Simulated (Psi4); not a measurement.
**C2H5AlO (SMILES [CH3][Al]1[CH2][O]1) at 3 levels**

Wanted: a comparison of 3 runs (B3LYP/6-31G*, TPSSh/6-31G*) of C2H5AlO. 

The calculation is run with Psi4 1.11.

### Step 1. The system as given

C2H5AlO: 9 atoms, total charge 0, spin state singlet. As SMILES, `[CH3][Al]1[CH2][O]1`. The C1–H6 distance was set to 1.637 Å, away from the relaxed value. At this shape a bond of the SMILES string is far longer than usual.

Bond lengths: C1–Al2 1.934 Å, Al2–C3 1.883 Å, Al2–O4 1.707 Å, C3–O4 1.488 Å, C1–H5 1.093 Å, C1–H7 1.094 Å, C3–H8 1.091 Å, C3–H9 1.091 Å. Some angles: C1–Al2–C3 171.7°, C1–Al2–O4 139.6°, C3–Al2–O4 48.7°, Al2–C3–O4 59.5°, Al2–O4–C3 71.8°, Al2–C1–H5 110.3°, Al2–C1–H7 110.1°, Al2–C3–H8 123.8°, Al2–C3–H9 123.8°, O4–C3–H8 112.4°. A long bond or contact: C1–H6 1.637 Å.

### Step 2. The energy at B3LYP/6-31G(d) (spherical functions) (run 1)

The input, c2h5alo.xyz:

```xyz
9
C2H5AlO
C     -0.556249     0.867297    -1.363502
Al     0.165951    -0.529603    -0.237802
C      0.793351    -1.733103     1.067298
O      0.903951    -2.062403    -0.379902
H      0.154351     1.122097    -2.154102
H     -0.900200     2.226000    -0.517500
H     -1.476549     0.523897    -1.844102
H      0.153151    -2.433403     1.605698
H      1.767851    -1.650303     1.550798
```

The input, job.py:

```python
import psi4

psi4.set_memory('2200 MB')
psi4.set_num_threads(1)
psi4.set_output_file('output.dat', False)

with open('c2h5alo.xyz') as f:
    atoms = ''.join(f.readlines()[2:])
mol = psi4.geometry('0 1\n' + atoms + 'symmetry c1\nno_reorient\nno_com')

options = {'basis': '6-31G*', 'puream': True, 'e_convergence': 1e-09, 'd_convergence': 1e-08, 'scf_type': 'pk', 'dft_radial_points': 99, 'dft_spherical_points': 590}
psi4.set_options(options)

e, wfn = psi4.energy("b3lyp", return_wfn=True)
psi4.oeprop(wfn, "LOWDIN_CHARGES", "MAYER_INDICES", "WIBERG_LOWDIN_INDICES", title="B3LYP")
print(f'b3lyp energy: {e:.10f} Eh')
```

The run is started by

```console
$ python job.py
```

output.dat:

```text
[...]
  Running in c1 symmetry.
[...]
  Nuclear repulsion =  143.873077679218937
[...]
  Multiplicity = 1
[...]
  Nalpha       = 19
  Nbeta        = 19
[...]
    Number of basis functions: 70
[...]
   @RKS iter   1:  -396.22861632246020   -2.86735e-01   1.44001e-02 ADIIS/DIIS
[...]
   @RKS iter  13:  -396.77578379336882   -3.97904e-13   2.33745e-09 DIIS
[...]
  @RKS Final Energy:  -396.77578379336882
   => Energetics <=
    Nuclear Repulsion Energy =            143.8730776792189374
    One-Electron Energy =                -832.6745337469041033
    Two-Electron Energy =                 324.2691306750048739
    DFT Exchange-Correlation Energy =     -32.2434584006884961
    Empirical Dispersion Energy =           0.0000000000000000
    VV10 Nonlocal Energy =                  0.0000000000000000
    Total Energy =                       -396.7757837933688165
[...]
 Multipole Moments:
 ------------------------------------------------------------------------------------
     Multipole            Electronic (a.u.)      Nuclear  (a.u.)        Total (a.u.)
 ------------------------------------------------------------------------------------
 L = 1.  Multiply by 2.5417464519 to convert [e a0] to [Debye]
 Dipole X            :        -20.3563380           19.8613750           -0.4949630
 Dipole Y            :         55.3502197          -54.4063698            0.9438500
 Dipole Z            :         17.3469000          -17.5122318           -0.1653318
 Magnitude           :                                                    1.0785063
[...]
```

The script printed:

```text
b3lyp energy: -396.7757837934 Eh
```

Run time: 17 s. Hardware: 1 thread of AMD EPYC 7R43 (Zen 3), shared host; peak memory 1.1 GiB.

### Step 3. Energy and gradient at TPSSh/6-31G(d) (spherical functions) (run 2)

The input, c2h5alo.dat:

```
memory 2200 MB

molecule {
  C     -0.556249     0.867297    -1.363502
  Al     0.165951    -0.529603    -0.237802
  C      0.793351    -1.733103     1.067298
  O      0.903951    -2.062403    -0.379902
  H      0.154351     1.122097    -2.154102
  H     -0.900200     2.226000    -0.517500
  H     -1.476549     0.523897    -1.844102
  H      0.153151    -2.433403     1.605698
  H      1.767851    -1.650303     1.550798
  symmetry c1
}

set basis 6-31G*
set reference rks
set puream true
set e_convergence 1e-09
set d_convergence 1e-08
set scf_type pk
set dft_radial_points 99
set dft_spherical_points 590

result, w = gradient("tpssh", return_wfn=True)
oeprop(w, "WIBERG_LOWDIN_INDICES", "LOWDIN_CHARGES", "QUADRUPOLE", title="TPSSH")
print_variables()
```

The run is started by

```console
$ psi4 -i c2h5alo.dat -o c2h5alo.out -n 1
```

c2h5alo.out:

```text
[...]
  Running in c1 symmetry.
[...]
  Nuclear repulsion =  143.873077679218937
[...]
  Multiplicity = 1
[...]
  Nalpha       = 19
  Nbeta        = 19
[...]
    Number of basis functions: 70
[...]
   @RKS iter   1:  -396.23337070560967   -2.59225e-01   1.43120e-02 ADIIS/DIIS
[...]
   @RKS iter  13:  -396.77728015548985   -1.30740e-12   2.59996e-09 DIIS
[...]
  @RKS Final Energy:  -396.77728015548985
   => Energetics <=
    Nuclear Repulsion Energy =            143.8730776792189374
    One-Electron Energy =                -832.6331809443695420
    Two-Electron Energy =                 328.0696411878475374
    DFT Exchange-Correlation Energy =     -36.0868180781867807
    Empirical Dispersion Energy =           0.0000000000000000
    VV10 Nonlocal Energy =                  0.0000000000000000
    Total Energy =                       -396.7772801554898479
[...]
  -Total Gradient:
     Atom            X                  Y                   Z
    ------   -----------------  -----------------  -----------------
       1        0.013872974518    -0.055381852882    -0.035048692057
       2        0.005782336479    -0.015150937960    -0.006226567783
       3       -0.000008605168    -0.000424039123    -0.012008360401
       4       -0.005909823692     0.012831619820     0.010674934533
       5        0.000701741198    -0.010335841703    -0.001527454224
       6       -0.018559204597     0.074320441246     0.047848016806
       7        0.005474240570    -0.008571228780    -0.002500554469
       8        0.000603034355     0.001991373992    -0.000643473880
       9       -0.001947289141     0.000710440637    -0.000536779001
[...]
```

Wall time 58 s (1 thread of AMD EPYC 7R43 (Zen 3), shared host); peak memory 1.3 GiB.

### Step 4. Energy and forces at B3LYP/6-31G(d) (Cartesian functions) (run 3)

The input, c2h5alo.json:

```json
{
  "schema_name": "qcschema_input",
  "schema_version": 1,
  "molecule": {
    "schema_name": "qcschema_molecule",
    "schema_version": 2,
    "symbols": ["C", "Al", "C", "O", "H", "H", "H", "H", "H"],
    "geometry": [-1.05115827, 1.6389538, -2.57664535, 0.31360194, -1.00080462, -0.44938065, 1.49921611, -3.27509002, 2.01690091, 1.70821982, -3.89737683, -0.71791073, 0.29168112, 2.12045602, -4.07066282, -1.70113146, 4.20653035, -0.97793327, -2.79027322, 0.99002185, -3.48484773, 0.28941345, -4.59846522, 3.03432946, 3.34075422, -3.11862069, 2.93058349],
    "molecular_charge": 0,
    "molecular_multiplicity": 1,
    "fix_symmetry": "c1",
    "fix_com": true,
    "fix_orientation": true
  },
  "driver": "gradient",
  "model": {
    "method": "b3lyp",
    "basis": "6-31G*"
  },
  "keywords": {
    "reference": "rks",
    "puream": false,
    "e_convergence": 1e-09,
    "d_convergence": 1e-08,
    "scf_type": "pk",
    "dft_radial_points": 99,
    "dft_spherical_points": 590,
    "scf_properties": ["LOWDIN_CHARGES", "DIPOLE", "WIBERG_LOWDIN_INDICES"]
  }
}
```

The run is started by

```console
$ psi4 --qcschema c2h5alo.json -n 1 --memory 2200MB
```

stdout:

```text
[...]
  Running in c1 symmetry.
[...]
  Nuclear repulsion =  143.873077733336231
[...]
  Multiplicity = 1
[...]
  Nalpha       = 19
  Nbeta        = 19
[...]
    Number of basis functions: 74
[...]
   @RKS iter   1:  -396.23314740227585   -2.89036e-01   1.37805e-02 DIIS/ADIIS
[...]
   @RKS iter  13:  -396.78001967267141   -6.25278e-13   2.50788e-09 DIIS
[...]
  @RKS Final Energy:  -396.78001967267141
   => Energetics <=
    Nuclear Repulsion Energy =            143.8730777333362312
    One-Electron Energy =                -832.6275622693956393
    Two-Electron Energy =                 324.1915398793838108
    DFT Exchange-Correlation Energy =     -32.2170750159958104
    Empirical Dispersion Energy =           0.0000000000000000
    VV10 Nonlocal Energy =                  0.0000000000000000
    Total Energy =                       -396.7800196726714148
[...]
  -Total Gradient:
     Atom            X                  Y                   Z
    ------   -----------------  -----------------  -----------------
       1        0.013545862377    -0.054750857838    -0.035566916164
       2        0.005356248407    -0.014010774848    -0.004586573239
       3       -0.000511879748     0.000771450753    -0.009293212605
       4       -0.004430921008     0.009637995809     0.008619018157
       5        0.000928194113    -0.009713015636    -0.001947281396
       6       -0.018556561726     0.074179149827     0.047578168957
       7        0.004791722310    -0.008291403014    -0.002750880599
       8        0.000412800630     0.001577413622    -0.001055160395
       9       -0.001522928367     0.000591306672    -0.000975871385
[...]
```

Wall time 31 s (1 thread of AMD EPYC 7R43 (Zen 3), shared host); peak memory 1.1 GiB.

### Step 5. All runs side by side

```tsv
run	level	task	Cartesian functions	energy (Eh)	dipole moment (D)	HOMO energy (eV)	LUMO energy (eV)	wall time
1	B3LYP/6-31G* (spherical functions)	energy	no	-396.775784	2.74	-5.84	-1.21	17 s
2	TPSSh/6-31G* (spherical functions)	gradient	no	-396.777280	2.62	-5.41	-1.35	58 s
3	B3LYP/6-31G* (Cartesian functions)	gradient	yes	-396.780020	2.75	-5.84	-1.22	31 s
```

### Step 6. Summary of results

| quantity | value |
| --- | --- |
| run 3: total energy | -396.78002 Eh |
| run 3: dipole moment | 2.75 D |
| run 3: HOMO energy | -5.84 eV |
| run 3: LUMO energy | -1.22 eV |
| run 3: HOMO–LUMO gap | 4.62 eV |
| run 3: largest force on an atom | 4.631 eV/Å |

**Reading.** The dipole moment (its size) runs from 2.62 D (TPSSh/6-31G*) to 2.75 D (B3LYP/6-31G*). The HOMO–LUMO gap runs from 4.07 eV (TPSSh/6-31G*) to 4.63 eV (B3LYP/6-31G*). Totals of different functionals can't be ranked against each other. All runs together took 1.8 min, the longest 58 s.
